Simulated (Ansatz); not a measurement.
# Y2SiF2: properties of a relaxed candidate

Aim: for this structure of Y2SiF2, compute bands, density of states and charges.

Method: DFT PBE, scalar-relativistic, plane waves, PAW, in Ansatz 0.2.0.

**1. The starting structure**

It takes space group P4/mmm (No. 123, tetragonal). Conventional cell: a = 5.803 Å, b = 5.803 Å, c = 4.303 Å, α = 90.00°, β = 90.00°, γ = 90.00°. Y (site symmetry mmm) has 2 F at 2.15 Å and 2 Si at 2.90 Å as nearest neighbours. Si (site symmetry 4/mmm) has 4 Y at 2.90 Å as nearest neighbours. F (site symmetry mmm) has 2 Y at 2.15 Å as nearest neighbours.

As a file:

```cif
data_structure
_symmetry_space_group_name_H-M 'P4/mmm'
_symmetry_Int_Tables_number 123
_cell_length_a 5.8034
_cell_length_b 5.8034
_cell_length_c 4.3030
_cell_angle_alpha 90.000
_cell_angle_beta 90.000
_cell_angle_gamma 90.000
_cell_volume 144.92
loop_
_atom_site_label
_atom_site_type_symbol
_atom_site_symmetry_multiplicity
_atom_site_Wyckoff_symbol
_atom_site_fract_x
_atom_site_fract_y
_atom_site_fract_z
_atom_site_occupancy
Y1 Y 2 e 0.00000 0.50000 0.50000 1
Si1 Si 1 d 0.50000 0.50000 0.50000 1
F1 F 2 f 0.00000 0.50000 0.00000 1
```

The cell was relaxed beforehand at this level, from a generated guess; it needn't be the stable form of this composition. At a tolerance of 0.05 Å it has space group P4/mmm (No. 123); it has 28.98 Å³/atom, an uncorrected energy of -1.80 eV/atom over the elements.

**2. Static run: bands, density of states and charges**

The input, input.yaml:

```yaml
crystal:
  lattice:
    - [5.8033743002, 0.0, 0.0]
    - [0.0, 5.8033743002, 0.0]
    - [0.0, 0.0, 4.3029541399]
  atoms:
    - { symbol: "Y", position: [0.0, 0.5, 0.5] }
    - { symbol: "Y", position: [0.5, 0.0, 0.5] }
    - { symbol: Si, position: [0.5, 0.5, 0.5] }
    - { symbol: F, position: [0.0, 0.5, 0.0] }
    - { symbol: F, position: [0.5, 0.0, 0.0] }
basis:
  ecutwfc: 420
kpoints:
  mp_grid: { grid: [8, 8, 10] }
  band_path:
    path:
      - [[0.0, 0.0, 0.0], [0.0, 0.5, 0.0], [0.5, 0.5, 0.0], [0.0, 0.0, 0.0], [0.0, 0.0, 0.5], [0.0, 0.5, 0.5], [0.5, 0.5, 0.5], [0.0, 0.0, 0.5]]
      - [[0.0, 0.5, 0.0], [0.0, 0.5, 0.5]]
      - [[0.5, 0.5, 0.0], [0.5, 0.5, 0.5]]
    npoints: 14
hamiltonian:
  xc: pbe
scf:
  occupations: { method: gaussian, width: 0.1 }
  n_extra_bands: 12
output:
  forces: true
  stress: true
  eigenvalues: true
  populations: true
  dos: { projected: true, de: 0.02, nscf_kmesh: { grid: [10, 10, 12] } }
  bader: true
  write_density: true
  write_potential: true
  elf: true
  volumetric_format: npy
```

The run is started by

```bash
$ ansatz run input.yaml --threads 1 --pin off --max-ram 2560MiB --backend cpu --events-out ev --progress --plain --runs-dir out
```

The log of the run:

```text
Warning: RAYON_NUM_THREADS=1 ignored (pool sized by the plan → 1); use --threads N
scf.n_extra_bands = 12 over 20 filled bands (N_el = 40.0): the run solves 32 bands
Engine: ansatz 0.2.0, aarch64-unknown-linux-gnu
Pseudopotentials: kind: paw
Pseudopotential: Y, paw, valence charge 11, recommended cutoff 420 eV (normal), Y.paw.azcp
Pseudopotential: Si, paw, valence charge 4, recommended cutoff 420 eV (normal), Si.paw.azcp
Pseudopotential: F, paw, valence charge 7, recommended cutoff 420 eV (normal), F.paw.azcp
Functional definition: PBE
  parameter kappa = 0.804
  parameter beta = 0.06672455060314922
  exchange = pbe_x(kappa = kappa, mu = beta*pi^2/3)
  correlation = pbe_c(beta = beta)
Crystal: 5 atoms, lattice volume = 144.920 Å³
Basis set: ecut = 420 eV, 2803 PW (Γ), exchange–correlation on 80×80×60 points (8 copies of the dense FFT grid, shifted against one another)
Bands: 32, of which v1, the nominal top of the filled ones, is band 20 counted from 1 (19 counted from 0)
Symmetry: 16 space group operations
Space group: P4/mmm (ITA 123), of the structure as read, at distance tolerance 5.3e-5 Å
k-points: 90 of 640
Non-local potential: Y, projectors of the file, l = 0: 3, l = 1: 2, l = 2: 2, l = 3: 1
Non-local potential: Si, projectors of the file, l = 0: 2, l = 1: 2, l = 2: 2
Non-local potential: F, projectors of the file, l = 0: 2, l = 1: 2, l = 2: 1
PAW form: soft (Blöchl's): semilocal exchange-correlation on the pseudo side does not see the compensation charge
PAW one-centre angular grid: Y, 590 points (default); XC on 64 Gauss nodes
PAW one-centre angular grid: Si, 110 points (default); XC on 64 Gauss nodes
PAW one-centre angular grid: F, 110 points (default); XC on 64 Gauss nodes
Initial density: superposition of atomic densities (neutral atoms: chi_scale 0, normalization atom), corrected by the library's trained network
Initial wavefunctions: pseudopotential atomic-orbital guess
Functional: x = pbe(κ = 0.804, μ = 0.2195149727645171), c = pbe(β = 0.06672455060314922)
SCF iter   1: F=—  HF=-9953.378952 eV  |F-HF|=—  |Δ(HF+E_count)|=         —  Δρ=5.34e-3  dr2=1.08e-1  ethr=1.77e-3  ⟨swp⟩=5.6  Hψ=13366  notcnv=0  defer=60
preconditioner: auto → LDOS  [metal: Δε(μ)=0.007 eV  Ē_g=8.059 eV  σ=0.100 eV  W_gap=0.04  n_scr=30 (ndim 8)  ℏωp=13.8 eV  f_vac=0.078  D(μ)=2.97/eV (n_scr^D=18)  β→1.0]
SCF iter   2: F=—  HF=-9953.356012 eV  |F-HF|=—  |Δ(HF+E_count)|=   2.29e-2  Δρ=2.34e-3  dr2=6.20e-3  ethr=2.71e-4  ⟨swp⟩=2.0  Hψ=4587  notcnv=0  defer=398
SCF iter   3: F=—  HF=-9953.357649 eV  |F-HF|=—  |Δ(HF+E_count)|=   1.64e-3  Δρ=2.13e-3  dr2=4.55e-3  ethr=1.55e-5  ⟨swp⟩=2.0  Hψ=4297  notcnv=0  defer=398
SCF iter   4: F=—  HF=-9953.356544 eV  |F-HF|=—  |Δ(HF+E_count)|=   1.11e-3  Δρ=2.98e-4  dr2=1.56e-4  ethr=1.14e-5  ⟨swp⟩=2.2  Hψ=3637  notcnv=0  defer=398
SCF iter   5: F=—  HF=-9953.356588 eV  |F-HF|=—  |Δ(HF+E_count)|=   4.45e-5  Δρ=9.39e-5  dr2=1.87e-5  ethr=3.89e-7  ⟨swp⟩=2.5  Hψ=4023  notcnv=0  defer=398
SCF iter   6: F=—  HF=-9953.355882 eV  |F-HF|=—  |Δ(HF+E_count)|=   7.06e-4  Δρ=3.17e-5  dr2=2.57e-6  ethr=4.68e-8  ⟨swp⟩=2.0  Hψ=4131  notcnv=0  defer=394
SCF iter   7: F=-9953.355884 eV  HF=-9953.355884 eV  |F-HF|=2.55e-8  |Δ(HF+E_count)|=   2.10e-6  Δρ=7.26e-6  dr2=9.30e-8  ethr=2.50e-10  ⟨swp⟩=12.6  Hψ=19256  notcnv=0
SCF 1 converged in 7 iterations: F = -9953.355884 eV  dr2 = 9.30e-8
NSCF: frozen V_eff on 129 k-points
NSCF: frozen V_eff on 147 k-points
SCF converged after 7 iterations
Free energy (F): -9953.355884 eV
Harris-Foulkes:  -9953.355884 eV  (|F-HF|=2.55e-8)
Internal energy: -9953.340347 eV  (E = F + TS)
E sigma→0 (E₀):  -9953.348115 eV
Entropy (-TS):   -0.015537 eV (-3.107 meV/atom)
Fermi energy:    4.856638 eV
--- Per-component energies (eV) ---
  E_band       = -456.072494
  E_kinetic    = 1057.392100
  E_local      = -3449.491439  (includes V_loc(G=0)·N_el)
  E_nonlocal   = 272.386416
  E_hartree    = 1274.845414
  E_xc         = -558.684434
  E_vxc        = -645.450769  (∫ρ·V_xc dr)
  E_paw        = -6564.096530  (= ΣΔE_a)
  E_vpaw       = -240.603900  (= ΣTr[D̂ρ^β])
  E_aug_tail   = 0.004148  (compensation charges beyond the density's cutoff)
  E_ewald      = -1985.696022
  E_smearing   = -0.015537  (= −TS)
  E_closure    = 0.000000  (closes the sum)
  Σ components = -9953.355884   (vs F -9953.355884, Δ=0.00e0)
--- Forces (eV/Å), atoms counted from 1 ---
  atom   1  Y      0.00000000     0.00000000     0.00000000
  atom   2  Y      0.00000000    -0.00000000     0.00000000
  atom   3  Si     0.00000000     0.00000000     0.00000000
  atom   4  F      0.00000000     0.00000000     0.00000000
  atom   5  F      0.00000000    -0.00000000     0.00000000
  max |Σ_I F_I| component: 6.76e-29 eV/Å
--- Stress (GPa, compression-positive) ---
        0.018973       0.000000       0.000000
        0.000000       0.018973       0.000000
        0.000000       0.000000      -0.004515
  P = ⅓ Tr σ = 0.0111 GPa (0.111 kbar)
--- Band table (eV; the first three rows and the last of 90) ---
  k-point 0: bands = ["-38.5421", "-38.5350", "-20.0893", "-20.0787", "-18.7152", "-18.7032", "-18.6168", "-18.6168", "-18.3865", "-18.3865", "-2.2082", "-1.3066", "-1.3066", "-1.1838", "-1.1631", "-1.1018", "-1.1018", "3.6008", "4.6905", "4.6905", "4.8886", "6.4416", "6.6779", "6.6779", "7.0516", "7.6055", "7.6055", "8.5252", "8.5706", "8.7173", "9.6265", "10.1100"]
  k-point 1: bands = ["-38.5411", "-38.5341", "-20.3023", "-20.2906", "-18.6159", "-18.6159", "-18.4492", "-18.4383", "-18.3855", "-18.3855", "-2.1841", "-1.3796", "-1.3627", "-1.3379", "-1.3379", "-1.1304", "-1.1304", "3.6463", "4.7045", "4.7045", "4.9085", "6.0735", "6.7430", "6.7430", "7.0601", "7.6879", "7.6879", "8.5294", "8.7667", "8.9065", "9.5915", "10.1556"]
  k-point 2: bands = ["-38.5387", "-38.5316", "-20.6814", "-20.6685", "-18.6135", "-18.6135", "-18.3832", "-18.3832", "-17.9268", "-17.9179", "-2.1432", "-1.8617", "-1.8451", "-1.4173", "-1.4173", "-1.2035", "-1.2035", "3.7729", "4.7437", "4.7437", "4.9620", "5.3893", "6.9052", "6.9052", "7.0821", "7.9049", "7.9049", "8.5406", "8.8764", "9.2773", "9.5054", "10.2873"]
  k-point 89: bands = ["-38.5287", "-38.5287", "-21.2896", "-21.2896", "-18.6407", "-18.5648", "-18.4366", "-18.3355", "-16.9005", "-16.9005", "-3.0824", "-3.0824", "-1.6962", "-1.6612", "-1.4285", "-1.3136", "-1.0117", "2.7055", "2.7055", "4.3757", "6.1382", "6.1536", "6.1536", "6.8816", "8.5734", "8.5734", "8.6823", "8.7244", "8.8521", "8.8521", "9.4940", "11.4262"]
--- Löwdin populations: 5 sites ---
  site symbol       q [e]
     0      Y     10.1377
     1      Y     10.1377
     2     Si      4.7245
     3      F      7.4337
     4      F      7.4337
  spilling = 0.003323 (of n_electrons = 40.000000)
--- Bader charges: 5 sites ---
  site symbol  charge [e]  shift [e]
     0      Y      1.6463     0.0000
     1      Y      1.6463     0.0000
     2     Si     -1.5919     0.0000
     3      F     -0.8504     0.0000
     4      F     -0.8504     0.0000
  estimated error of the sums over rays = 2.9e-4 e
```

Wall time 2.8 min (1 thread of Arm Neoverse N1, shared host); peak memory 0.69 GiB.

Per atom:

| atom | Löwdin electrons | Bader charge (e) | Bader volume (Å³) |
| --- | --- | --- | --- |
| Y1 | 10.14 | +1.65 | 27.9 |
| Y2 | 10.14 | +1.65 | 27.9 |
| Si3 | 4.72 | -1.59 | 48.8 |
| F4 | 7.43 | -0.85 | 20.2 |
| F5 | 7.43 | -0.85 | 20.2 |

bands.tsv at the labelled points (eV, zero at the Fermi level; the bands nearest the Fermi level):

| point | band 17 | band 18 | band 19 | band 20 | band 21 | band 22 | band 23 | band 24 |
| --- | --- | --- | --- | --- | --- | --- | --- | --- |
| Γ | -5.96 | -1.26 | -0.17 | -0.17 | 0.03 | 1.58 | 1.82 | 1.82 |
| X | -5.75 | -2.29 | -0.76 | -0.07 | 0.67 | 0.80 | 1.24 | 2.15 |
| M | -5.47 | -2.45 | -2.45 | 0.16 | 0.58 | 1.06 | 1.06 | 1.75 |
| Γ | -5.96 | -1.26 | -0.17 | -0.17 | 0.03 | 1.58 | 1.82 | 1.82 |
| Z | -6.24 | -0.73 | -0.62 | 0.01 | 0.01 | 0.26 | 2.28 | 2.41 |
| R | -6.31 | -1.96 | -0.58 | -0.56 | 0.41 | 1.03 | 1.61 | 2.05 |
| A | -5.87 | -2.15 | -2.15 | -0.48 | 1.28 | 1.30 | 1.30 | 2.02 |
| Z | -6.24 | -0.73 | -0.62 | 0.01 | 0.01 | 0.26 | 2.28 | 2.41 |
| X | -5.75 | -2.29 | -0.76 | -0.07 | 0.67 | 0.80 | 1.24 | 2.15 |
| R | -6.31 | -1.96 | -0.58 | -0.56 | 0.41 | 1.03 | 1.61 | 2.05 |
| M | -5.47 | -2.45 | -2.45 | 0.16 | 0.58 | 1.06 | 1.06 | 1.75 |
| A | -5.87 | -2.15 | -2.15 | -0.48 | 1.28 | 1.30 | 1.30 | 2.02 |

Counts of states by energy window (eV from the Fermi level), total and by projection:

| from | to | total | Y 5s | Y 4d | Si 3s | Si 3p | F 2p |
| --- | --- | --- | --- | --- | --- | --- | --- |
| -8 | -7 | 2.14 | 0.08 | 0.21 | 0.06 | 0.00 | 1.74 |
| -7 | -6 | 10.28 | 0.22 | 0.79 | 1.09 | 0.04 | 7.98 |
| -6 | -5 | 1.57 | 0.02 | 0.06 | 0.27 | 0.01 | 1.19 |
| -5 | -4 | 0.00 | 0.00 | 0.00 | 0.00 | 0.00 | 0.00 |
| -4 | -3 | 0.00 | 0.00 | 0.00 | 0.00 | 0.00 | 0.00 |
| -3 | -2 | 0.91 | 0.18 | 0.24 | 0.01 | 0.45 | 0.00 |
| -2 | -1 | 1.99 | 0.34 | 0.54 | 0.06 | 1.00 | 0.01 |
| -1 | 0 | 3.09 | 0.24 | 1.06 | 0.01 | 1.60 | 0.08 |
| 0 | 1 | 3.15 | 0.20 | 1.91 | 0.01 | 0.75 | 0.03 |
| 1 | 2 | 2.71 | 0.23 | 2.18 | 0.00 | 0.10 | 0.02 |
| 2 | 3 | 4.87 | 0.03 | 4.36 | 0.00 | 0.05 | 0.23 |
| 3 | 4 | 5.86 | 0.44 | 4.09 | 0.11 | 0.49 | 0.16 |
| 4 | 5 | 3.84 | 0.32 | 1.45 | 0.11 | 0.37 | 0.06 |

The solved bands begin to run out at 5.1 eV, so nothing above is shown.

A further 20 or so states lie below the table's range.

Density in a lattice plane of the grid's cell (edges 5.80 and 4.30 Å, at 0.500 of the third edge), which holds Y and Si and F.

Values in e/Å³, 8 rows by 12 columns:
```
 3.29  1.17  0.15  0.04  0.04  0.06  0.07  0.06  0.04  0.04  0.15  1.17
 0.59  0.32  0.09  0.08  0.12  0.18  0.21  0.18  0.12  0.08  0.09  0.32
 3.03  1.78  0.32  0.18  0.29  0.35  0.26  0.35  0.29  0.18  0.32  1.78
 3.11  3.23  0.68  0.26  0.41  0.29  0.04  0.29  0.41  0.26  0.68  3.23
 3.03  1.78  0.32  0.18  0.29  0.35  0.26  0.35  0.29  0.18  0.32  1.78
 0.59  0.32  0.09  0.08  0.12  0.18  0.21  0.18  0.12  0.08  0.09  0.32
 3.29  1.17  0.15  0.04  0.04  0.06  0.07  0.06  0.04  0.04  0.15  1.17
14.05  4.34  0.26  0.04  0.03  0.03  0.03  0.03  0.03  0.04  0.26  4.34
```
Columns run along the first of these edges and rows up along the second, over one cell in 12 and 8 even steps from the bottom left corner. Atoms in the plane (fractional): Y at (0.00, 0.50), Si at (0.50, 0.50), F at (0.00, 0.00).

ELF in the same plane.

Ten even steps from '0' (0.03) to '9' (0.86):
```
789841000123332100014898
887520002445554420002578
221000135677777653100012
543100368887778886300134
999611489975457998411699
789842489864446898424898
369952489855755898425996
789842489864446898424898
999611489975457998411699
543100368887778886300134
221000135677777653100012
887520002445554420002578
789841000123332100014898
469861000112221100016896
```
Columns run along the first of these edges and rows up along the second, over one cell in 24 and 14 even steps from the bottom left corner. Atoms in the plane (fractional): Y at (0.00, 0.50), Si at (0.50, 0.50), F at (0.00, 0.00).

Both are smooth fields of the valence electrons: close to the nuclei they are not physical.

The highest ELF values outside the cores: 0.89 beside Si, off the lines to its neighbours, 1.1 Å from Si; 0.83 between the atoms, 2.9 Å from Y; 0.82 in the shell around F, 0.6 Å from F.

**3. The same system, input altered**

The input, input.yaml:

```yaml
crystal:
  lattice:
    - [5.8033743002, 0.0, 0.0]
    - [0.0, 5.8033743002, 0.0]
    - [0.0, 0.0, 4.3029541399]
  atoms:
    - { symbol: "Y", position: [0.0, 0.5, 0.5] }
    - { symbol: "Y", position: [0.5, 0.0, 0.5] }
    - { symbol: Si, position: [0.5, 0.5, 0.5] }
    - { symbol: F, position: [0.0, 0.5, 0.0] }
    - { symbol: F, position: [0.5, 0.0, 0.0] }
basis:
  ecutwfc: 420
  ecutrho_ratio: 2
kpoints:
  mp_grid: { grid: [8, 8, 10] }
hamiltonian:
  xc: pbe
scf:
  occupations: { method: gaussian, width: 0.1 }
  max_iter: 80
output:
  forces: true
  eigenvalues: true
  stress: true
```

The run is started by

```bash
$ ansatz run input.yaml --threads 1 --pin off --max-ram 2560MiB --backend cpu --events-out ev --progress --plain --runs-dir out
```

The log of the run, shortened:

```text
Warning: basis.ecutrho_ratio = 2 (ecutrho = 840 eV) is below the records' recommended 1680 eV
settings of this run that can trade accuracy for cost: basis.ecutrho_ratio < 4. Do not mix this run's numbers with those of runs without the same settings; the input reference describes each key
Warning: RAYON_NUM_THREADS=1 ignored (pool sized by the plan → 1); use --threads N
[...]
[... 5 set-up lines as earlier in the session ...]
[...]
Crystal: 5 atoms, lattice volume = 144.920 Å³
Basis set: ecut = 420 eV, 2803 PW (Γ), exchange–correlation on 72×72×60 points (8 copies of the dense FFT grid, shifted against one another)
[...]
SCF converged after 7 iterations
Free energy (F): -9953.374172 eV
[...]
E sigma→0 (E₀):  -9953.366415 eV
Entropy (-TS):   -0.015513 eV (-3.103 meV/atom)
Fermi energy:    4.860438 eV
[...]
--- Forces (eV/Å), atoms counted from 1 ---
  atom   1  Y      0.00000000     0.00000000     0.00000000
  atom   2  Y      0.00000000     0.00000000     0.00000000
  atom   3  Si    -0.00000000    -0.00000000     0.00000000
  atom   4  F     -0.00000000     0.00000000     0.00000000
  atom   5  F      0.00000000     0.00000000     0.00000000
[...]
--- Stress (GPa, compression-positive) ---
        0.283939       0.000000       0.000000
        0.000000       0.283939       0.000000
        0.000000       0.000000       0.239805
  P = ⅓ Tr σ = 0.2692 GPa (2.692 kbar)
--- Band table (eV; the first three rows and the last of 90) ---
[... band rows left out ...]
[...]
settings of this run that can trade accuracy for cost: basis.ecutrho_ratio < 4. Do not mix this run's numbers with those of runs without the same settings; the input reference describes each key
```

It took 45 s on 1 thread of Arm Neoverse N1, shared host; peak memory 0.55 GiB.

**4. Checking the result**

The run converged and reported no error, with warnings (cutoff below recommended). Its log warns: «basis.ecutrho_ratio = 2 (ecutrho = 840 eV) is below the records' recommended 1680 eV»

In the input, basis.ecutrho_ratio is 2. The density grid can't hold the products of the orbitals.

To undo it: delete basis.ecutrho_ratio (the default then holds).

| run | ending | energy change | pressure (GPa) | gap (eV) | force (eV/Å) | cycles | time |
| --- | --- | --- | --- | --- | --- | --- | --- |
| step 2 | converged | 0 | 0.0 | 0.00 | 0.00 | 7 | 2.8 min |
| altered | converged | -3.7 meV/atom | 0.3 | 0.00 | 0.00 | 7 | 45 s |

Changing the numerical grids moves the energy by -3.7 meV/atom. The log warns that the cutoff is under what these potentials recommend, so the shift holds truncation error.

**5. Results**

```
                 quantity                         value
                      gap                  none (metal)
states at the Fermi level          3.04 per eV per cell
            Bader charges  Y +1.65, Si -1.59, F -0.85 e
```

What this shows: It comes out metallic. Of the projected weight within 0.25 eV of the Fermi level, the largest part is Y 4d (52 %) and Si 3p (33 %). Charge transfer between the atoms is strong (Bader charges up to 1.6 e).
